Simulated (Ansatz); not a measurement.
# AlN (wurtzite): the cost of one run

Program: Ansatz 0.2.0. Level of theory: DFT PBE, scalar-relativistic, plane waves, PAW. These are calculated values, not measurements.

## Step 1: Starting point

It takes space group P6_3mc (No. 186, hexagonal). Conventional cell: a = 3.110 Å, b = 3.110 Å, c = 4.980 Å, α = 90.00°, β = 90.00°, γ = 120.00°. Al (site symmetry 3m) is surrounded by 4 N at 1.89 to 1.90 Å. N (site symmetry 3m) is surrounded by 4 Al at 1.89 to 1.90 Å.

Coordinates:

```
CELL_PARAMETERS angstrom
3.11000 0.00000 0.00000
-1.55500 2.69334 0.00000
0.00000 0.00000 4.98000
ATOMIC_POSITIONS crystal
Al 0.33333 0.66667 0.00000
Al 0.66667 0.33333 0.50000
N 0.33333 0.66667 0.38200
N 0.66667 0.33333 0.88200
```

## Step 2: Cell and atoms relaxed at 0 GPa

Input file input.yaml:

```yaml
crystal:
  lattice:
    - [3.11, 0.0, 0.0]
    - [-1.555, 2.6933390058, 0.0]
    - [0.0, 0.0, 4.98]
  atoms:
    - { symbol: Al, position: [0.3333333333, 0.6666666667, 0.0] }
    - { symbol: Al, position: [0.6666666667, 0.3333333333, 0.5] }
    - { symbol: "N", position: [0.3333333333, 0.6666666667, 0.382] }
    - { symbol: "N", position: [0.6666666667, 0.3333333333, 0.882] }
scf:
  occupations: { method: fixed }
output:
  forces: true
  stress: true
  eigenvalues: true
  write_density: true
  write_potential: true
  elf: true
  volumetric_format: npy
hamiltonian:
  xc: pbe
basis:
  ecutwfc: 520
kpoints:
  mp_grid: { grid: [9, 9, 6] }
relax:
  f_tol: 0.001
  max_steps: 60
  cell: { stress_tol: 0.01, p_target: 0 }
```

The run is started by

```sh
$ ansatz run input.yaml --threads 1 --pin off --max-ram 2867MiB --backend cpu --events-out ev --progress --plain --runs-dir out
```

What time and memory should one allow on 1 thread of Intel Xeon at 2.30GHz, shared host?

About 22 s, with a peak of 0.41 GiB.
